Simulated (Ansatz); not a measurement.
# HfSi3O8: the band gap up the ladder of functionals

An exercise on one series of results from a longer session: the logs are not shown, and one member is left open.

Code: Ansatz 0.2.0. PAW datasets, plane waves. No spin polarisation. The prototype was imposed, so other structures may be more stable.

## The cell

The cell was relaxed beforehand with r2SCAN.

The symmetry is Pmm2 (No. 25, orthorhombic); conventional cell a = 3.444 Å, b = 5.815 Å, c = 5.822 Å, 9.72 Å³ an atom. Near Hf stand 4 O at 1.89–1.99 Å; near Si stand 5 O at 1.66–2.03 Å; near O stand 1 Si at 1.63 Å and 1 Hf at 1.89 Å; near O stand 2 Si at 1.74 Å; near O stand 2 Hf at 1.99 Å and 2 Si at 2.03 Å.

Coordinates:

```cif
data_structure
_symmetry_space_group_name_H-M 'Pmm2'
_symmetry_Int_Tables_number 25
_cell_length_a 3.4444
_cell_length_b 5.8150
_cell_length_c 5.8223
_cell_angle_alpha 90.000
_cell_angle_beta 90.000
_cell_angle_gamma 90.000
_cell_volume 116.61
loop_
_atom_site_label
_atom_site_type_symbol
_atom_site_symmetry_multiplicity
_atom_site_Wyckoff_symbol
_atom_site_fract_x
_atom_site_fract_y
_atom_site_fract_z
_atom_site_occupancy
Hf1 Hf 1 c 0.50000 0.00000 0.53043 1
Si1 Si 2 g 0.00000 0.74780 0.94312 1
O1 O 2 h 0.50000 0.70908 0.38614 1
O2 O 1 a 0.00000 0.00000 0.10407 1
O3 O 1 a 0.00000 0.00000 0.70090 1
O4 O 2 h 0.50000 0.73734 0.84414 1
Si2 Si 1 d 0.50000 0.50000 0.57264 1
O5 O 1 b 0.00000 0.50000 0.08337 1
O6 O 1 b 0.00000 0.50000 0.66181 1
```

Set-up of the first run:

input.yaml

```yaml
crystal:
  lattice:
    - [3.4443511639, 0.0, 0.0]
    - [0.0, 5.8149934588, 0.0]
    - [0.0, 0.0, 5.8223303922]
  atoms:
    - { symbol: Hf, position: [0.5, 0.0, 0.5304295625] }
    - { symbol: Si, position: [0.0, 0.747795352, -0.0568845475] }
    - { symbol: O, position: [0.5, 0.7090819873, 0.3861443057] }
    - { symbol: O, position: [0.0, 0.0, 0.10406567] }
    - { symbol: O, position: [0.0, 0.0, 0.7008970443] }
    - { symbol: O, position: [0.5, 0.7373381515, 0.8441350122] }
    - { symbol: Si, position: [0.5, 0.5, 0.5726408651] }
    - { symbol: Si, position: [0.0, 0.252204648, -0.0568845475] }
    - { symbol: O, position: [0.5, 0.2909180127, 0.3861443057] }
    - { symbol: O, position: [0.0, 0.5, 0.0833715681] }
    - { symbol: O, position: [0.0, 0.5, 0.6618057492] }
    - { symbol: O, position: [0.5, 0.2626618485, 0.8441350122] }
kpoints:
  mp_grid: { grid: [8, 4, 4] }
  band_path:
    path:
      - [[0.0, 0.0, 0.0], [0.5, 0.0, 0.0], [0.5, 0.5, 0.0], [0.0, 0.5, 0.0], [0.0, 0.0, 0.0], [0.0, 0.0, 0.5], [0.5, 0.0, 0.5], [0.5, 0.5, 0.5], [0.0, 0.5, 0.5], [0.0, 0.0, 0.5]]
      - [[0.5, 0.0, 0.0], [0.5, 0.0, 0.5]]
      - [[0.0, 0.5, 0.0], [0.0, 0.5, 0.5]]
      - [[0.5, 0.5, 0.0], [0.5, 0.5, 0.5]]
    npoints: 10
hamiltonian:
  xc: pbe
scf:
  occupations: { method: fermi_dirac, width: 0.02 }
  n_extra_bands: 7
output:
  forces: true
  stress: true
  eigenvalues: true
```

Among the steps run: Band structure with PBE; r2SCAN; HSE06; Single point with PBE+SOC; PBE0 at the same geometry.

One of the session's tables, all rows but one given; the rest of the session is left out.

```
  level  gap (eV)
    PBE      3.93
 r2SCAN         ?
  HSE06      5.68
PBE+SOC      3.93
   PBE0      6.43
```

Estimate the missing values for r2SCAN.

The run gave: gap (eV): 4.67. In the column «gap (eV)» it lies between PBE+SOC (3.93) and HSE06 (5.68).

Meshes: PBE 8×4×4, r2SCAN 8×4×4, HSE06 4×4×4, PBE+SOC 8×4×4, PBE0 4×4×4

Against HSE06, PBE is short by 1.75 eV, at 69 % of it, and r2SCAN 82 %. PBE0 lies 0.75 eV above HSE06, which differs from it by screening the long-range exchange.

Limits of these values: Warnings in the runs' records: stress scf threshold loose, stress exchange threshold loose.
